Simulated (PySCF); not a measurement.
# C20H14: the cost of one run

Computed with PySCF 2.14.0 and routines of our own; the level stands in each step. Atoms count from 0.

## Step 1: The system as given

34 atoms, charge 0, multiplicity 1; geometry from: GFN2-xTB.

## Step 2: Electronic excitations: TDA LC-wPBE/6-31G*

What the job is given:

```
{"job": {"kind": "uv", "basis": "6-31G*", "grid": 1, "kgrid": 0, "vcut": 1.5, "nstates": 5, "ntriplets": 2, "tda": true, "delta": ["ip_vertical"], "pop": false, "xc": "LC-wPBE"}, "charge": 0, "multiplicity": 1}
C      2.984694    -0.084612     0.112029
C      1.778214    -0.050730     0.093052
C      0.367399    -0.009642     0.068820
C     -0.314558     0.069364    -1.146118
C     -1.692798     0.120350    -1.163443
C     -2.420636     0.070996     0.023495
C     -3.891449     0.113296    -0.000204
C     -4.637023    -0.846487     0.677838
C     -6.018953    -0.812767     0.646349
C     -6.674250     0.191964    -0.045837
C     -5.940678     1.157402    -0.715068
C     -4.558746     1.113362    -0.701189
C     -1.735081    -0.019116     1.232985
C     -0.356513    -0.047974     1.261089
C      4.396268    -0.126515     0.136223
C      5.130228     1.054508     0.244594
C      6.510441     1.008879     0.266817
C      7.170033    -0.207183     0.182393
C      6.444110    -1.383065     0.075230
C      5.063483    -1.348469     0.051793
H      0.247157     0.089165    -2.068860
H     -2.219629     0.176108    -2.105673
H     -4.124797    -1.633455     1.212464
H     -6.587090    -1.573129     1.162723
H     -7.753824     0.223259    -0.062424
H     -6.447905     1.948678    -1.248107
H     -3.985658     1.870276    -1.217234
H     -2.293720    -0.043047     2.157826
H      0.172938    -0.098266     2.201687
H      4.607691     1.997631     0.310613
H      7.075707     1.926008     0.349760
H      8.249566    -0.238015     0.199483
H      6.958042    -2.331305     0.008586
H      4.489270    -2.259720    -0.031195
```

With the program's defaults for keys left out, this is: TDA LC-wPBE/6-31G*, vertical, gas phase, core orbitals frozen in the response, virtual orbitals cut by energy.

The run is started by

```
> OMP_NUM_THREADS=1 python large_run.py task.json out
```

One launch serves the whole session: the jobs run in the order shown.

Q: Estimate the wall time and peak memory of this first job on 1 thread of Arm Neoverse V2, shared host.

About 51 s, with a peak of 0.59 GiB.
